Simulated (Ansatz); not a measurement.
The system is Hf2Pd2Se2Br2O3.

```xyz
11
Lattice="5.7590 0.0000 0.0000 -2.8795 4.9874 0.0000 0.0000 0.0000 8.5255" Properties=species:S:1:pos:R:3 pbc="T T T"
Hf    0.0000    3.3250    4.6209
Hf    2.8795    1.6625    4.6209
Pd    0.0000    3.3250    1.0981
Pd    2.8795    1.6625    1.0981
Se    0.0000    3.3250    7.2954
Se    2.8795    1.6625    7.2954
Br    0.0000    0.0000    1.1846
Br    0.0000    0.0000    5.5743
O     2.8795    0.0000    3.6628
O    -1.4397    2.4937    3.6628
O     1.4397    2.4937    3.6628
```

The cell was built by a generator and needn't be a form met in nature.

| Quantity | Value |
| --- | --- |
| Program | Ansatz 0.2.0 |
| Task | relaxation of cell and atoms |
| Functional | PBE |
| Dispersion | D4 |
| Potentials or basis | all-electron PAW datasets made for the crystal |
| k mesh | 4 × 4 × 2 |
| Occupations | fermi-dirac, width 0.05 eV |
| Spin | no spin polarisation |

At the start: volume 22.26 Å³/atom.

Problem. How do energy, volume and symmetry change on relaxing?

Solution. Over 6 steps the energy falls by 10.2 meV/atom and the volume is 20.82 Å³/atom (-6.5 %); space group P6mm (No. 183, to 0.05 Å).

The path:
```csv
step,energy change (eV),largest force (eV/Å),volume (Å³)
1,0.0000,0.1648,244.87
2,-0.1019,0.4744,229.94
3,-0.1061,0.1662,229.35
4,-0.1117,0.0355,229.17
5,-0.1119,0.0030,229.05
6,-0.1118,0.0030,229.05
```

Final structure:
```yaml
crystal:
  lattice:
    - [5.65975, 0.00000, 0.00000]
    - [-2.82987, 4.90149, 0.00000]
    - [0.00000, 0.00000, 8.25679]
  atoms:
    - { symbol: Hf, position: [0.33333, 0.66667, 0.54050] }
    - { symbol: Hf, position: [0.66667, 0.33333, 0.54050] }
    - { symbol: Pd, position: [0.33333, 0.66667, 0.14060] }
    - { symbol: Pd, position: [0.66667, 0.33333, 0.14060] }
    - { symbol: Se, position: [0.33333, 0.66667, 0.86099] }
    - { symbol: Se, position: [0.66667, 0.33333, 0.86099] }
    - { symbol: Br, position: [0.00000, 0.00000, 0.13973] }
    - { symbol: Br, position: [0.00000, 0.00000, 0.65335] }
    - { symbol: O, position: [0.50000, 0.00000, 0.41916] }
    - { symbol: O, position: [0.00000, 0.50000, 0.41916] }
    - { symbol: O, position: [0.50000, 0.50000, 0.41916] }
```

Caveat: the k mesh is coarse (spacing up to 0.37 Å⁻¹), so the values aren't converged; the k mesh is thin for a metal, which can move the energy by tens of meV per atom; pairwise dispersion overbinds metals, which lowers pressure and volume.
